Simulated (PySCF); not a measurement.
**C5H7ClO: runs on many settings**

Aim: see how C5H7ClO (`Cl[C@@H]1CC=COC1`) answers to the choice of functional, basis, grid and SCF options, and what happens with inputs that are wrong on purpose.

Programs: PySCF 2.14.0, with density-fitted response routines of our own. Each step states its level of theory. These are calculated values for one molecule, in the gas phase or a continuum, unless marked as measured. Atoms count from 0, in the outputs and in this text.

## (1) Starting geometry

14 atoms, charge 0, multiplicity 1; geometry from: GFN2-xTB.

Bonds of the start (Å): Cl0–C1 1.78, C1–C2 1.52, C2–C3 1.50, C3–C4 1.33, C4–O5 1.36, O5–C6 1.41, C6–C1 1.53, C1–H7 1.09, C2–H8 1.09, C2–H9 1.09, C3–H10 1.08, C4–H11 1.08, C6–H12 1.10, C6–H13 1.09.

## (2) Nuclear shieldings: PBE0/pcSseg-1 in chloroform

Job settings and geometry (Å):

```
{"job": {"kind": "nmr", "xc": "PBE0", "basis": "pcSseg-1", "solvent": "chloroform", "pop": false, "scf": {"level_shift": 0.2}}, "charge": 0, "multiplicity": 1}
Cl    -2.642862     0.780594     0.404826
C     -0.967449     0.184616     0.541712
C      0.024684     1.218704     0.028541
C      1.360802     0.548700    -0.131598
C      1.483272    -0.770957    -0.170416
O      0.458830    -1.663236    -0.120016
C     -0.827367    -1.100528    -0.270974
H     -0.791965    -0.028311     1.599739
H      0.101755     2.053077     0.728430
H     -0.316793     1.624473    -0.928875
H      2.233063     1.175913    -0.195209
H      2.433055    -1.279595    -0.241085
H     -1.014316    -0.881915    -1.331166
H     -1.535389    -1.862008     0.063924
```

Level: GIAO PBE0/pcSseg-1 NMR shielding, non-relativistic, IEF-PCM chloroform.

On the command line:

```sh
> OMP_NUM_THREADS=1 python probes_run.py task.json out
```

This one command runs all jobs of the session in turn.

The log of the run:

```text
final grid: 116600 points
cycle   1  E = -729.5583860858  dE =  1.082e+00  |g| = 5.857e-01  |ddm| = 3.328e+00
cycle   2  E = -729.5781269174  dE = -1.974e-02  |g| = 5.736e-01  |ddm| = 8.175e-01
cycle   3  E = -729.6335593014  dE = -5.543e-02  |g| = 8.792e-02  |ddm| = 2.789e-01
cycle   4  E = -729.6352638858  dE = -1.705e-03  |g| = 3.164e-02  |ddm| = 9.934e-02
cycle   5  E = -729.6354625631  dE = -1.987e-04  |g| = 4.641e-03  |ddm| = 2.912e-02
cycle   6  E = -729.6354693700  dE = -6.807e-06  |g| = 2.012e-03  |ddm| = 8.905e-03
cycle   7  E = -729.6354704108  dE = -1.041e-06  |g| = 6.239e-04  |ddm| = 2.759e-03
cycle   8  E = -729.6354705411  dE = -1.303e-07  |g| = 1.547e-04  |ddm| = 1.169e-03
cycle   9  E = -729.6354705558  dE = -1.471e-08  |g| = 6.515e-05  |ddm| = 4.721e-04
cycle  10  E = -729.6354705582  dE = -2.336e-09  |g| = 1.889e-05  |ddm| = 1.778e-04
cycle  11  E = -729.6354705585  dE = -3.095e-10  |g| = 1.123e-05  |ddm| = 7.295e-05
level shift removed, Fock matrix diagonalised once more
converged SCF energy = -729.6354705585

GIAO shielding tensors (ppm)
atom      isotropic    diamagn.    paramagn.     s11        s22        s33       span
  0 Cl     819.551    1146.271    -326.720    635.553    746.583   1076.516    440.962
  1 C      129.051     246.817    -117.765    101.532    122.995    162.628     61.096
  2 C      151.413     246.273     -94.860    134.697    154.923    164.621     29.924
  3 C       83.494     257.087    -173.593    -12.466    103.773    159.175    171.641
  4 C       35.557     248.412    -212.855    -68.673     62.456    112.887    181.561
  5 O      216.263     395.738    -179.474    126.574    228.420    293.796    167.222
  6 C      114.500     245.097    -130.597     88.484    101.547    153.469     64.985
  7 H       27.518      29.853      -2.335     22.931     27.461     32.161      9.231
  8 H       29.094      29.231      -0.137     24.296     28.140     34.846     10.550
  9 H       29.328      29.274       0.054     25.248     28.890     33.845      8.597
 10 H       26.729      30.642      -3.913     24.103     27.189     28.896      4.793
 11 H       25.086      28.713      -3.627     22.076     25.772     27.410      5.334
 12 H       27.904      29.348      -1.443     23.463     28.838     31.412      7.948
 13 H       27.283      28.719      -1.436     22.332     28.628     30.888      8.556
```

Run time: 31 s. Hardware: 1 thread of Intel Xeon Platinum 8259CL at 2.50GHz, shared host; peak memory 0.86 GiB.

Shifts follow as δ = σ(reference) − σ, with reference shieldings (ppm) from runs at the same level and on the same kind of geometry: 1H TMS 31.70, 13C TMS 187.6, 17O H2O 342.2. The references are single molecules in the same continuum, so shifts against H2O, NH3, PH3, H3PO4 or CFCl3 are not on the usual liquid scales and can be off by tens of ppm.

```csv
atoms,environment,σ (ppm),δ (ppm)
C4,alkene carbon bearing oxygen,35.6,152.0
C3,β carbon of an enol-ether or enamine type C=C,83.5,104.1
C6,sp3 CH2 bonded to O,114.5,73.1
C1,sp3 CH bonded to Cl,129.1,58.5
C2,allylic sp3 CH2,151.4,36.2
H11,hydrogen on an alkene carbon bearing oxygen,25.09,6.61
H10,hydrogen on a β carbon of an enol-ether or enamine type C=C,26.73,4.97
H13,hydrogen on an sp3 CH2 bonded to O,27.28,4.42
H7,hydrogen on an sp3 CH bonded to Cl,27.52,4.18
H12,hydrogen on an sp3 CH2 bonded to O,27.90,3.79
H8,hydrogen on an allylic sp3 CH2,29.09,2.60
H9,hydrogen on an allylic sp3 CH2,29.33,2.37
Cl0,chlorine bonded to C,820,–
O5,ether oxygen,216.3,126.0
```

Ring of atoms C1, C2, C3, C4, O5, C6: NICS(0) -2.1, NICS(1) -2.3, NICS(1)zz 1.1 ppm (means of both faces). The ring holds saturated atoms, so no π current runs round it: these values come from its σ bonds, any local π bonds and neighbouring rings, and say nothing of aromaticity.

## (3) Nuclear shieldings: BHandHLYP/pcSseg-1

The job, as its differences from that of step 2:

```diff
@@ -1,2 +1,2 @@
-{"job": {"kind": "nmr", "xc": "PBE0", "basis": "pcSseg-1", "solvent": "chloroform", "pop": false, "scf": {"level_shift": 0.2}}, "charge": 0, "multiplicity": 1}
+{"job": {"kind": "nmr", "xc": "BHandHLYP", "basis": "pcSseg-1", "pop": true}, "charge": 0, "multiplicity": 1}
 Cl    -2.642862     0.780594     0.404826
```

Level: GIAO BHandHLYP/pcSseg-1 NMR shielding, non-relativistic, gas phase.

The log of the run:

```text
coarse grid: 12480 points
cycle   1  E = -729.8253042942  dE =  1.296e+00  |g| = 5.296e-01  |ddm| = 3.345e+00
cycle   2  E = -729.8343937681  dE = -9.089e-03  |g| = 5.360e-01  |ddm| = 7.918e-01
cycle   3  E = -729.8861861531  dE = -5.179e-02  |g| = 6.961e-02  |ddm| = 4.276e-01
cycle   4  E = -729.8869302349  dE = -7.441e-04  |g| = 3.444e-02  |ddm| = 7.138e-02
cycle   5  E = -729.8871978285  dE = -2.676e-04  |g| = 8.919e-03  |ddm| = 3.568e-02
cycle   6  E = -729.8872165824  dE = -1.875e-05  |g| = 1.833e-03  |ddm| = 9.163e-03
cycle   7  E = -729.8872173645  dE = -7.821e-07  |g| = 3.818e-04  |ddm| = 2.003e-03
final grid: 116600 points
cycle   8  E = -729.9284556860  dE = -1.902e-05  |g| = 3.040e-03  |ddm| = 1.320e-02
cycle   9  E = -729.9284558249  dE = -1.388e-07  |g| = 3.050e-03  |ddm| = 4.945e-03
cycle  10  E = -729.9284578652  dE = -2.040e-06  |g| = 3.749e-04  |ddm| = 2.608e-03
cycle  11  E = -729.9284578885  dE = -2.328e-08  |g| = 1.770e-04  |ddm| = 4.454e-04
cycle  12  E = -729.9284578953  dE = -6.825e-09  |g| = 3.656e-05  |ddm| = 1.812e-04
cycle  13  E = -729.9284578956  dE = -2.926e-10  |g| = 1.117e-05  |ddm| = 4.266e-05
converged SCF energy = -729.9284578956

GIAO shielding tensors (ppm)
atom      isotropic    diamagn.    paramagn.     s11        s22        s33       span
  0 Cl     827.631    1146.237    -318.606    648.460    755.315   1079.119    430.659
  1 C      130.425     245.542    -115.118    105.379    123.594    162.302     56.923
  2 C      151.365     245.307     -93.942    135.179    153.789    165.127     29.948
  3 C       82.136     257.511    -175.375    -18.715    105.513    159.610    178.324
  4 C       32.566     247.545    -214.979    -78.529     62.708    113.520    192.049
  5 O      227.199     396.324    -169.124    140.661    238.981    301.956    161.295
  6 C      114.822     243.700    -128.877     90.026    101.618    152.823     62.797
  7 H       27.998      30.056      -2.058     23.365     27.922     32.706      9.341
  8 H       29.458      29.500      -0.042     24.652     28.493     35.228     10.576
  9 H       29.613      29.543       0.070     25.511     29.191     34.137      8.625
 10 H       27.144      30.832      -3.688     24.429     27.726     29.278      4.850
 11 H       25.426      28.931      -3.505     22.314     26.155     27.809      5.495
 12 H       28.268      29.592      -1.324     23.846     29.200     31.758      7.911
 13 H       27.631      28.885      -1.255     22.601     28.922     31.369      8.769
```

Run time: 27 s. Hardware: 1 thread of Intel Xeon Platinum 8259CL at 2.50GHz, shared host; peak memory 0.9 GiB.

This run: δ C4 154.0, C3 104.4, C6 71.8, C1 56.2, H11 6.47, H10 4.75 ppm.

## (4) Shielding tensors: r2SCAN/pcSseg-1

Job settings and geometry (Å):

```
{"job": {"kind": "nmr", "xc": "r2SCAN", "basis": "pcSseg-1", "pop": true, "scf": {"max_cycle": 61}}, "charge": 0, "multiplicity": 1}
Cl    -2.722148     0.804012     0.416971
C     -1.859310     0.497083     0.487467
C      0.025425     1.255265     0.029397
C      1.401626     0.565161    -0.135546
C      1.527770    -0.794086    -0.175528
O      0.472595    -1.713133    -0.123616
C     -0.852188    -1.133544    -0.279103
H     -0.815724    -0.029160     1.647731
H      0.104808     2.114669     0.750283
H     -0.326297     1.673207    -0.956741
H      2.300055     1.211190    -0.201065
H      2.506047    -1.317983    -0.248318
H     -1.044745    -0.908372    -1.371101
H     -1.581451    -1.917868     0.065842
```

Method: r2SCAN/pcSseg-1.

The log of the run:

```text
NotImplementedError: meta-GGA GIAO
```

It took 40 s on 1 thread of Intel Xeon Platinum 8259CL at 2.50GHz, shared host; peak memory 0.68 GiB.

**What went wrong.** This response code has no terms for the kinetic-energy density, so it refuses meta-GGA functionals here. Besides, a bond was squeezed and the coordinates were scaled in this input. The remedy is to take a GGA or a hybrid, or another code, and undo the other change.

## (5) Shielding tensors: PBE0/def2-SVPD in dichloromethane

Job settings and geometry (Å):

```
{"job": {"kind": "nmr", "xc": "PBE0", "basis": "def2-SVPD", "solvent": "dichloromethane", "pop": true}, "charge": 0, "multiplicity": 1}
Cl    -2.642862     0.780594     0.404826
C     -0.967449     0.184616     0.541712
C      0.024684     1.218704     0.028541
C      1.360802     0.548700    -0.131598
C      1.483272    -0.770957    -0.170416
O      0.458830    -1.663236    -0.120016
C     -0.827367    -1.100528    -0.270974
H     -0.791965    -0.028311     1.599739
H      0.101755     2.053077     0.728430
H     -0.316793     1.624473    -0.928875
H      2.233063     1.175913    -0.195209
H      2.433055    -1.279595    -0.241085
H     -1.014316    -0.881915    -1.331166
H     -1.535389    -1.862008     0.063924
```

Level: GIAO PBE0/def2-SVPD NMR shielding, non-relativistic, IEF-PCM dichloromethane.

The log of the run:

```text
coarse grid: 12480 points
cycle   1  E = -729.2342570046  dE =  9.870e-01  |g| = 4.672e-01  |ddm| = 6.041e+00
cycle   2  E = -729.2096646619  dE =  2.459e-02  |g| = 6.057e-01  |ddm| = 1.703e+00
cycle   3  E = -729.2793068118  dE = -6.964e-02  |g| = 8.212e-02  |ddm| = 8.362e-01
cycle   4  E = -729.2804147980  dE = -1.108e-03  |g| = 3.454e-02  |ddm| = 1.489e-01
cycle   5  E = -729.2806794301  dE = -2.646e-04  |g| = 1.109e-02  |ddm| = 6.906e-02
cycle   6  E = -729.2807085486  dE = -2.912e-05  |g| = 2.717e-03  |ddm| = 2.159e-02
cycle   7  E = -729.2807102876  dE = -1.739e-06  |g| = 4.458e-04  |ddm| = 5.731e-03
final grid: 116600 points
cycle   8  E = -729.3722808187  dE = -3.271e-05  |g| = 1.016e-02  |ddm| = 1.417e-01
cycle   9  E = -729.3722544659  dE =  2.635e-05  |g| = 1.551e-02  |ddm| = 3.819e-02
cycle  10  E = -729.3723021050  dE = -4.764e-05  |g| = 1.525e-03  |ddm| = 2.222e-02
cycle  11  E = -729.3723026469  dE = -5.419e-07  |g| = 2.761e-04  |ddm| = 2.757e-03
cycle  12  E = -729.3723026633  dE = -1.641e-08  |g| = 1.001e-04  |ddm| = 7.799e-04
cycle  13  E = -729.3723026657  dE = -2.352e-09  |g| = 2.837e-05  |ddm| = 2.016e-04
cycle  14  E = -729.3723026659  dE = -1.853e-10  |g| = 5.831e-06  |ddm| = 7.210e-05
converged SCF energy = -729.3723026659

GIAO shielding tensors (ppm)
atom      isotropic    diamagn.    paramagn.     s11        s22        s33       span
  0 Cl     851.887    1141.879    -289.993    682.097    781.745   1091.818    409.721
  1 C      138.492     257.419    -118.927    110.979    131.332    173.163     62.184
  2 C      162.427     267.394    -104.967    147.254    166.010    174.016     26.761
  3 C       97.894     245.697    -147.803      8.771    114.179    170.730    161.959
  4 C       54.559     253.889    -199.330    -41.584     77.947    127.315    168.899
  5 O      235.491     372.789    -137.298    158.463    242.356    305.653    147.191
  6 C      126.977     238.736    -111.758    101.779    114.688    164.465     62.686
  7 H       27.357      30.304      -2.947     22.522     27.316     32.232      9.711
  8 H       29.184      24.717       4.467     24.408     28.355     34.788     10.379
  9 H       29.366      25.515       3.851     25.200     29.086     33.812      8.613
 10 H       26.722      32.692      -5.970     24.117     27.446     28.602      4.485
 11 H       25.131      33.219      -8.088     21.996     26.023     27.373      5.378
 12 H       27.855      28.909      -1.054     23.351     28.778     31.435      8.084
 13 H       27.333      28.601      -1.268     22.544     28.732     30.722      8.179
```

Run time: 37 s. Hardware: 1 thread of Intel Xeon Platinum 8259CL at 2.50GHz, shared host; peak memory 0.93 GiB.

Key values: σ C4 54.6, C3 97.9, C6 127.0, C1 138.5, H11 25.13, H10 26.72 ppm.

## (6) Shielding tensors: PBE0/6-31G*

The job, as its differences from that of step 5:

```diff
@@ -1,2 +1,2 @@
-{"job": {"kind": "nmr", "xc": "PBE0", "basis": "def2-SVPD", "solvent": "dichloromethane", "pop": true}, "charge": 0, "multiplicity": 1}
+{"job": {"kind": "nmr", "xc": "PBE0", "basis": "6-31G*", "pop": false, "scf": {"aux": "def2-qzvpp-jkfit"}}, "charge": 0, "multiplicity": 1}
 Cl    -2.642862     0.780594     0.404826
```

Level: GIAO PBE0/6-31G* NMR shielding, non-relativistic, gas phase.

The log of the run:

```text
final grid: 116600 points
cycle   1  E = -729.6043759127  dE =  1.066e+00  |g| = 5.046e-01  |ddm| = 3.571e+00
cycle   2  E = -729.5778806278  dE =  2.650e-02  |g| = 6.462e-01  |ddm| = 9.770e-01
cycle   3  E = -729.6577120118  dE = -7.983e-02  |g| = 9.708e-02  |ddm| = 5.690e-01
cycle   4  E = -729.6594162638  dE = -1.704e-03  |g| = 3.828e-02  |ddm| = 1.153e-01
cycle   5  E = -729.6597417220  dE = -3.255e-04  |g| = 1.359e-02  |ddm| = 4.649e-02
cycle   6  E = -729.6597885348  dE = -4.681e-05  |g| = 2.836e-03  |ddm| = 1.531e-02
cycle   7  E = -729.6597904186  dE = -1.884e-06  |g| = 5.218e-04  |ddm| = 3.038e-03
cycle   8  E = -729.6597904893  dE = -7.068e-08  |g| = 1.046e-04  |ddm| = 7.469e-04
cycle   9  E = -729.6597904921  dE = -2.802e-09  |g| = 2.590e-05  |ddm| = 1.526e-04
cycle  10  E = -729.6597904922  dE = -1.382e-10  |g| = 1.293e-05  |ddm| = 4.364e-05
converged SCF energy = -729.6597904922

GIAO shielding tensors (ppm)
atom      isotropic    diamagn.    paramagn.     s11        s22        s33       span
  0 Cl     839.619    1145.720    -306.101    669.683    766.867   1082.306    412.623
  1 C      143.660     246.996    -103.336    118.177    137.682    175.121     56.943
  2 C      163.396     247.007     -83.611    148.022    165.484    176.683     28.661
  3 C      103.064     254.858    -151.794     20.422    118.009    170.760    150.338
  4 C       58.385     249.285    -190.900    -34.521     82.338    127.339    161.860
  5 O      231.410     392.390    -160.980    151.442    240.342    302.446    151.005
  6 C      128.382     244.795    -116.413    104.000    116.350    164.795     60.795
  7 H       28.270      30.138      -1.868     23.755     28.259     32.796      9.041
  8 H       30.013      29.786       0.227     25.187     29.362     35.491     10.304
  9 H       30.059      30.045       0.014     25.957     29.853     34.367      8.410
 10 H       27.867      29.010      -1.143     25.240     28.367     29.992      4.752
 11 H       25.991      27.843      -1.852     23.107     26.723     28.143      5.036
 12 H       28.514      29.930      -1.416     24.060     29.576     31.905      7.845
 13 H       28.120      29.589      -1.469     23.200     29.532     31.627      8.428
```

Wall time 16 s (1 thread of Intel Xeon Platinum 8259CL at 2.50GHz, shared host); peak memory 0.74 GiB.

In short: δ C4 138.0, C3 93.3, C6 68.0, C1 52.7, H11 6.42, H10 4.55 ppm.

## (7) Side by side: NMR shifts

Isotropic shieldings (ppm) of some atoms, chosen among heavy atoms and hydrogens apart, with basis size and wall time:

```csv
run,C4,C3,C1,H10,H8,Cl0,O5,functions,time
PBE0/pcSseg-1 in chloroform,35.6,83.5,129.1,26.73,29.09,820,216.3,161,31 s
BHandHLYP/pcSseg-1,32.6,82.1,130.4,27.14,29.46,828,227.2,161,27 s
PBE0/def2-SVPD in dichloromethane,54.6,97.9,138.5,26.72,29.18,852,235.5,206,37 s
PBE0/6-31G*,58.4,103.1,143.7,27.87,30.01,840,231.4,116,16 s
```

## (8) Outcome

| quantity | value |
| --- | --- |
| 13C shifts against TMS (PBE0/pcSseg-1, chloroform) | 152.0, 104.1, 73.1, 58.5, 36.2 ppm |
| 1H shifts against TMS (PBE0/pcSseg-1, chloroform) | 6.61, 4.97, 4.42, 4.18, 3.79, 2.60, 2.37 ppm |
| 17O shifts against H2O (PBE0/pcSseg-1, chloroform) | 126.0 ppm |
| shieldings of Cl (PBE0/pcSseg-1, chloroform) | Cl0 819.6 ppm |
| range of the shielding of Cl0 | 820 to 852 ppm |
| property runs in this session | 5, of which 1 failed and 0 gave unsound results |

What this shows: Single values in the summary come from the first sound run of each kind (PBE0/pcSseg-1), which need not be the best level. C4 (alkene carbon bearing oxygen) lies farthest downfield among carbon, at 152.0 ppm; an sp2 carbon further deshielded by the attached heteroatom. H11 (hydrogen on an alkene carbon bearing oxygen) lies farthest downfield among hydrogen, at 6.61 ppm; olefinic region. At PBE0/pcSseg-1: The largest span, 441 ppm, is at Cl0, where the paramagnetic term is -327 ppm. Across the 4 runs the shielding of Cl0 moves most, between 820 (PBE0/pcSseg-1 in chloroform) and 852 ppm (PBE0/def2-SVPD in dichloromethane).
